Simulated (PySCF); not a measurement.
**C₅H₅F₂NO: a tour of settings**

Aim: see how C₅H₅F₂NO (`FC(F)Cc1ccno1`) answers to the choice of functional, basis, grid and SCF options.

Programs: PySCF 2.14.0, with density-fitted response routines of our own. Each step states its level of theory. These are calculated values for one molecule in the gas phase, unless marked as measured. Atoms are numbered from 0 throughout.

## Step 1: Starting geometry

14 atoms, charge 0, multiplicity 1; geometry from: GFN2-xTB.

Bonds of the start (Å): F0–C1 1.35, C1–F2 1.35, C1–C3 1.53, C3–C4 1.49, C4–C5 1.37, C5–C6 1.41, C6–N7 1.30, N7–O8 1.35, O8–C4 1.34, C1–H9 1.10, C3–H10 1.09, C3–H11 1.09, C5–H12 1.07, C6–H13 1.07.

## Step 2: Shielding tensors: PBE0/pcSseg-1

What the job is given:

```
{"job": {"kind": "nmr", "xc": "PBE0", "basis": "pcSseg-1"}, "charge": 0, "multiplicity": 1}
F     -3.200290    -0.217959     0.533694
C     -1.940583     0.273066     0.492824
F     -1.629901     0.624052     1.763087
C     -0.970316    -0.789824    -0.022821
C      0.391993    -0.211246    -0.173494
C      1.504239    -0.239847     0.618974
C      2.436491     0.548026    -0.094139
N      1.915376     0.996716    -1.199458
O      0.648324     0.535163    -1.261966
H     -1.949501     1.187782    -0.119405
H     -0.949851    -1.618202     0.686810
H     -1.340102    -1.140814    -0.987952
H      1.637245    -0.737413     1.555191
H      3.446198     0.790026     0.166575
```

Level: GIAO PBE0/pcSseg-1 NMR shielding, non-relativistic, gas phase.

Command:

```bash
OMP_NUM_THREADS=1 python probes_run.py task.json out
```

The driver reads the jobs from task.json and runs them one after another.

Standard output:

```text
coarse grid: 12856 points
cycle   1  E = -522.3722982197  dE =  1.662e+00  |g| = 7.519e-01  |ddm| = 3.498e+00
cycle   2  E = -522.2898251804  dE =  8.247e-02  |g| = 1.062e+00  |ddm| = 1.093e+00
cycle   3  E = -522.4691999266  dE = -1.794e-01  |g| = 9.305e-02  |ddm| = 6.602e-01
cycle   4  E = -522.4703154435  dE = -1.116e-03  |g| = 5.538e-02  |ddm| = 9.999e-02
cycle   5  E = -522.4709725157  dE = -6.571e-04  |g| = 1.634e-02  |ddm| = 5.475e-02
cycle   6  E = -522.4710252539  dE = -5.274e-05  |g| = 5.232e-03  |ddm| = 1.512e-02
cycle   7  E = -522.4710307369  dE = -5.483e-06  |g| = 1.193e-03  |ddm| = 3.887e-03
final grid: 128312 points
cycle   8  E = -522.5460339362  dE = -3.709e-05  |g| = 1.156e-02  |ddm| = 2.853e-02
cycle   9  E = -522.5459963760  dE =  3.756e-05  |g| = 1.892e-02  |ddm| = 1.693e-02
cycle  10  E = -522.5460578708  dE = -6.149e-05  |g| = 2.032e-03  |ddm| = 1.057e-02
cycle  11  E = -522.5460587388  dE = -8.680e-07  |g| = 5.208e-04  |ddm| = 1.925e-03
cycle  12  E = -522.5460587900  dE = -5.128e-08  |g| = 1.770e-04  |ddm| = 4.952e-04
cycle  13  E = -522.5460587968  dE = -6.774e-09  |g| = 4.059e-05  |ddm| = 1.479e-04
cycle  14  E = -522.5460587971  dE = -2.600e-10  |g| = 2.013e-05  |ddm| = 4.300e-05
converged SCF energy = -522.5460587971

GIAO shielding tensors (ppm)
atom      isotropic    diamagn.    paramagn.     s11        s22        s33       span
  0 F      302.723     468.233    -165.510    204.668    332.400    371.100    166.432
  1 C       65.757     242.094    -176.337     48.299     67.119     81.854     33.556
  2 F      304.643     473.819    -169.175    216.196    327.807    369.928    153.733
  3 C      149.077     246.430     -97.353    129.924    149.033    168.273     38.349
  4 C       13.847     258.412    -244.565    -68.477      5.213    104.806    173.283
  5 C       74.400     255.415    -181.015     -6.654     78.668    151.186    157.840
  6 C       32.584     252.716    -220.133    -75.127     42.406    130.472    205.600
  7 N     -157.275     317.172    -474.447   -404.212   -132.417     64.805    469.016
  8 O      -72.010     400.324    -472.334   -182.655   -173.194    139.819    322.474
  9 H       25.460      28.556      -3.096     22.641     25.472     28.268      5.627
 10 H       28.257      29.434      -1.178     24.534     28.097     32.139      7.604
 11 H       28.245      28.890      -0.645     24.151     27.723     32.862      8.711
 12 H       25.273      32.704      -7.431     23.101     24.485     28.234      5.133
 13 H       23.423      29.139      -5.715     22.180     22.693     25.397      3.216
```

It took 40 s on 1 thread, shared host.

The references, computed at this level on geometries of the same kind, shield at (ppm): ¹H TMS 31.72, ¹³C TMS 186.9, ¹⁹F CFCl3 170.9, ¹⁵N NH3 267.7, ¹⁷O H2O 336.1. Their shielding less the atom's gives the shift. The references are single molecules in the gas phase, so shifts against H2O, NH3, PH3, H3PO4 or CFCl3 are not on the usual liquid scales and can be off by tens of ppm. Atoms listed in one row are averaged.

```csv
atoms,environment,σ (ppm),δ (ppm),δ scaled to CDCl3
C4,substituted aromatic carbon next to the ring oxygen,13.8,173.1,167.0
C6,aromatic CH next to a ring nitrogen,32.6,154.3,148.7
C1,sp3 CH bonded to 2 F,65.8,121.2,116.3
C5,aromatic CH,74.4,112.5,107.9
C3,sp3 CH2 on an aromatic ring,149.1,37.8,35.0
H13,hydrogen on an aromatic CH next to a ring nitrogen,23.42,8.29,7.92
H12,hydrogen on an aromatic CH,25.27,6.44,6.18
H9,hydrogen on an sp3 CH bonded to 2 F,25.46,6.26,6.00
"H10, H11",hydrogen on an sp3 CH2 on an aromatic ring,28.25,3.47,3.37
"F0, F2",fluorine of a CF2 group,303.7,-132.7,–
N7,pyridine-type nitrogen of an azole,-157.3,425.0,–
O8,aromatic ring oxygen,-72.0,408.1,–
```

The scaled column applies a straight-line fit of computed shieldings to shifts measured in CDCl3, and one for carbons that bear F (root-mean-square error 0.16 ppm for H, 1.9 ppm for C).

Charges from the same density, by scheme (e):

```csv
atoms,Mulliken,IAO,Hirshfeld,ESP fit
"F0, F2",-0.30,-0.30,-0.11,-0.26
C1,0.51,0.46,0.15,0.62
C3,-0.17,-0.31,-0.08,-0.66
C4,0.17,0.18,0.07,0.57
C5,-0.27,-0.25,-0.09,-0.67
C6,0.13,-0.05,-0.01,0.36
N7,-0.13,-0.13,-0.12,-0.43
O8,-0.30,-0.15,-0.03,-0.07
```

Mayer bond orders: F0–C1 0.95, C1–F2 0.96, C1–C3 1.00, C3–C4 1.02, C4–C5 1.53, C5–C6 1.25, C6–N7 1.64, N7–O8 1.02, O8–C4 1.04.

Ring of atoms C4, C5, C6, N7, O8: NICS(0) -11.5, NICS(1) -11.1, NICS(1)zz -27.7 ppm (means of both faces).

## Step 3: Excited states and response: PBE0/def2-SVPD

Settings changed since step 2:

```diff
@@ -1,2 +1,2 @@
-{"job": {"kind": "nmr", "xc": "PBE0", "basis": "pcSseg-1"}, "charge": 0, "multiplicity": 1}
+{"job": {"kind": "uv", "xc": "PBE0", "basis": "def2-SVPD", "nstates": 6, "ntriplets": 2}, "charge": 0, "multiplicity": 1}
 F     -3.200290    -0.217959     0.533694
```

Method: TDDFT PBE0/def2-SVPD, vertical, gas phase, core orbitals frozen in the response.

Standard output:

```text
coarse grid: 12856 points
cycle   1  E = -522.0730525918  dE =  1.589e+00  |g| = 6.982e-01  |ddm| = 5.866e+00
cycle   2  E = -521.9965796144  dE =  7.647e-02  |g| = 9.864e-01  |ddm| = 1.874e+00
cycle   3  E = -522.1628617154  dE = -1.663e-01  |g| = 9.423e-02  |ddm| = 1.038e+00
cycle   4  E = -522.1640976580  dE = -1.236e-03  |g| = 5.293e-02  |ddm| = 1.934e-01
cycle   5  E = -522.1647051744  dE = -6.075e-04  |g| = 1.660e-02  |ddm| = 1.064e-01
cycle   6  E = -522.1647625481  dE = -5.737e-05  |g| = 5.013e-03  |ddm| = 3.400e-02
cycle   7  E = -522.1647677326  dE = -5.185e-06  |g| = 1.118e-03  |ddm| = 7.424e-03
final grid: 128312 points
cycle   8  E = -522.2395735480  dE = -3.317e-05  |g| = 1.094e-02  |ddm| = 1.123e-01
cycle   9  E = -522.2395390376  dE =  3.451e-05  |g| = 1.775e-02  |ddm| = 3.096e-02
cycle  10  E = -522.2395961731  dE = -5.714e-05  |g| = 1.952e-03  |ddm| = 1.695e-02
cycle  11  E = -522.2395970065  dE = -8.334e-07  |g| = 4.785e-04  |ddm| = 3.650e-03
cycle  12  E = -522.2395970529  dE = -4.640e-08  |g| = 1.495e-04  |ddm| = 8.643e-04
cycle  13  E = -522.2395970578  dE = -4.921e-09  |g| = 3.836e-05  |ddm| = 2.772e-04
cycle  14  E = -522.2395970581  dE = -2.401e-10  |g| = 2.030e-05  |ddm| = 8.800e-05
converged SCF energy = -522.2395970581

Static polarisability (au): isotropic 67.457, principal 51.314 65.086 85.973

Singlet excitations
state   eV       nm        f      main configurations
  1   6.3081    196.5   0.00795   H-1->L 0.97
  2   6.4444    192.4   0.21392   H->L 0.92
  3   7.1211    174.1   0.01607   H-2->L 0.59, H->L+2 0.18, H->L+1 0.15
  4   7.3748    168.1   0.01047   H->L+1 0.79
  5   7.9866    155.2   0.00637   H->L+3 0.44, H->L+2 0.40, H->L+4 0.10
  6   8.0709    153.6   0.02488   H->L+4 0.47, H->L+3 0.37

Triplet excitations (Tamm-Dancoff, eV): 4.2115 5.3947
```

It took 72 s on 1 thread, shared host.

Frontier orbitals and where they lie:

```csv
orbital,eV,atoms
HOMO−3,-10.24,"F0 23 %, F2 23 %, C1 20 %"
HOMO−2,-9.05,"C6 30 %, O8 29 %, C5 18 %"
HOMO−1,-8.88,"N7 64 %, O8 13 %, C6 12 %"
HOMO,-7.86,"N7 26 %, C4 25 %, C5 23 %"
LUMO,-0.77,"C4 22 %, N7 21 %, O8 17 %"
LUMO+1,0.64,"C5 14 %, C3 14 %, C6 10 %"
LUMO+2,0.99,"C6 19 %, C5 17 %, C4 9 %"
```

With each of the 6 states as a Gaussian band of 0.4 eV half-width at 1/e, the curve within the window shown has maxima at 192 nm (ε 9,000), 154 nm (ε 1,300) L/(mol cm). Beyond the last state computed it falls off for lack of states. The curve at chosen wavelengths:

(nm, ε (L/mol/cm)): (148, 677), (151, 1098), (154, 1284), (156, 1229), (159, 1005), (162, 837), (165, 842), (167, 920), (170, 1087), (173, 1323), (176, 1792), (178, 2357), (181, 3698), (184, 5517), (187, 7370), (189, 8326), (192, 8981), (195, 8569), (198, 7298), (200, 6185), (203, 4451), (206, 2930), (209, 1778), (211, 1223), (214, 659), (217, 334)

Ground-state properties from the same run:

```csv
property,computed
dipole moment (D),2.11
polarisability (Å³),10.00
HOMO–LUMO gap (eV),7.09
−ε(HOMO) (eV),7.86
```

## Step 4: Excited states and response: PBE0/STO-3G

Settings changed since step 3:

```diff
@@ -1,2 +1,2 @@
-{"job": {"kind": "uv", "xc": "PBE0", "basis": "def2-SVPD", "nstates": 6, "ntriplets": 2}, "charge": 0, "multiplicity": 1}
+{"job": {"kind": "uv", "xc": "PBE0", "basis": "STO-3G", "nstates": 6, "ntriplets": 5, "tda": true, "scf": {"aux": "def2-qzvpp-jkfit", "conv": 1e-08}}, "charge": 0, "multiplicity": 1}
 F     -3.200290    -0.217959     0.533694
```

Method: TDA PBE0/STO-3G, vertical, gas phase, core orbitals frozen in the response.

Standard output:

```text
final grid: 128312 points
cycle   1  E = -515.5221935665  dE =  1.945e+00  |g| = 6.359e-01  |ddm| = 5.312e+00
cycle   2  E = -515.4926619733  dE =  2.953e-02  |g| = 7.669e-01  |ddm| = 1.809e+00
cycle   3  E = -515.6607701081  dE = -1.681e-01  |g| = 9.879e-02  |ddm| = 9.984e-01
cycle   4  E = -515.6633702094  dE = -2.600e-03  |g| = 4.366e-02  |ddm| = 1.837e-01
cycle   5  E = -515.6639368777  dE = -5.667e-04  |g| = 9.208e-03  |ddm| = 5.919e-02
cycle   6  E = -515.6639606728  dE = -2.380e-05  |g| = 2.781e-03  |ddm| = 1.422e-02
cycle   7  E = -515.6639628035  dE = -2.131e-06  |g| = 9.769e-04  |ddm| = 4.322e-03
cycle   8  E = -515.6639630738  dE = -2.704e-07  |g| = 2.525e-04  |ddm| = 1.372e-03
cycle   9  E = -515.6639630916  dE = -1.781e-08  |g| = 7.503e-05  |ddm| = 3.643e-04
cycle  10  E = -515.6639630933  dE = -1.652e-09  |g| = 1.151e-05  |ddm| = 9.910e-05
converged SCF energy = -515.6639630933

Static polarisability (au): isotropic 32.546, principal 16.812 32.352 48.473

Singlet excitations
state   eV       nm        f      main configurations
  1   6.8020    182.3   0.01363   H-2->L 0.79, H-3->L 0.18
  2   6.9958    177.2   0.10885   H->L 0.79, H-1->L 0.17
  3   7.5896    163.4   0.00052   H-3->L 0.70, H-2->L 0.18, H-1->L 0.10
  4   7.9574    155.8   0.07957   H-1->L 0.41, H-6->L 0.26, H-4->L 0.18
  5   8.1304    152.5   0.00466   H-5->L 0.67, H-4->L 0.27
  6   8.2248    150.7   0.00694   H-4->L 0.37, H-5->L 0.29, H->L+1 0.15

Triplet excitations (Tamm-Dancoff, eV): 4.8001 5.4723 6.0750 6.9670 7.1951
```

Run time: 8.6 s. Hardware: 1 thread, shared host.

In short: HOMO -5.30 eV, LUMO 2.40 eV; lowest singlet 6.80 eV.

## Step 5: Nuclear shieldings: PBE0/def2-SVPD

Settings changed since step 4:

```diff
@@ -1,2 +1,2 @@
-{"job": {"kind": "uv", "xc": "PBE0", "basis": "STO-3G", "nstates": 6, "ntriplets": 5, "tda": true, "scf": {"aux": "def2-qzvpp-jkfit", "conv": 1e-08}}, "charge": 0, "multiplicity": 1}
+{"job": {"kind": "nmr", "xc": "PBE0", "basis": "def2-SVPD", "pop": false, "scf": {"conv": 1e-06}, "grid": 3}, "charge": 0, "multiplicity": 1}
 F     -3.200290    -0.217959     0.533694
```

Method: GIAO PBE0/def2-SVPD NMR shielding, non-relativistic, gas phase.

Standard output:

```text
final grid: 176144 points
cycle   1  E = -522.1469464234  dE =  1.594e+00  |g| = 7.027e-01  |ddm| = 5.860e+00
cycle   2  E = -522.0683124879  dE =  7.863e-02  |g| = 9.967e-01  |ddm| = 1.875e+00
cycle   3  E = -522.2377115004  dE = -1.694e-01  |g| = 9.403e-02  |ddm| = 1.042e+00
cycle   4  E = -522.2389329583  dE = -1.221e-03  |g| = 5.271e-02  |ddm| = 1.908e-01
cycle   5  E = -522.2395326168  dE = -5.997e-04  |g| = 1.675e-02  |ddm| = 1.070e-01
cycle   6  E = -522.2395915589  dE = -5.894e-05  |g| = 4.953e-03  |ddm| = 3.435e-02
cycle   7  E = -522.2395966689  dE = -5.110e-06  |g| = 1.123e-03  |ddm| = 7.465e-03
cycle   8  E = -522.2395969477  dE = -2.788e-07  |g| = 4.113e-04  |ddm| = 2.320e-03
converged SCF energy = -522.2395969477

GIAO shielding tensors (ppm)
atom      isotropic    diamagn.    paramagn.     s11        s22        s33       span
  0 F      320.871     459.350    -138.479    225.365    345.397    391.852    166.487
  1 C       79.905     229.599    -149.694     61.556     81.819     96.341     34.785
  2 F      324.319     465.232    -140.913    238.350    344.522    390.086    151.736
  3 C      159.602     276.119    -116.517    142.981    160.006    175.818     32.837
  4 C       31.416     255.660    -224.243    -45.509     23.762    115.996    161.505
  5 C       89.659     255.084    -165.425     13.861     92.099    163.018    149.157
  6 C       50.161     246.935    -196.774    -48.520     55.631    143.371    191.891
  7 N     -117.254     279.754    -397.008   -349.019    -94.330     91.586    440.604
  8 O      -35.304     400.384    -435.688   -136.004   -129.352    159.444    295.448
  9 H       25.627      29.053      -3.426     22.956     25.641     28.284      5.328
 10 H       28.497      27.064       1.433     24.794     28.567     32.130      7.337
 11 H       28.416      27.418       0.998     24.542     27.706     33.000      8.458
 12 H       25.466      39.301     -13.835     23.274     24.477     28.645      5.371
 13 H       23.638      28.987      -5.349     22.243     22.574     26.097      3.854
```

Wall time 62 s (1 thread, shared host).

This run: δ C4 162.7, C6 144.0, C1 114.2, C5 104.5, H13 8.24, H12 6.41 ppm.

(Part 1 of 2 ends here.)
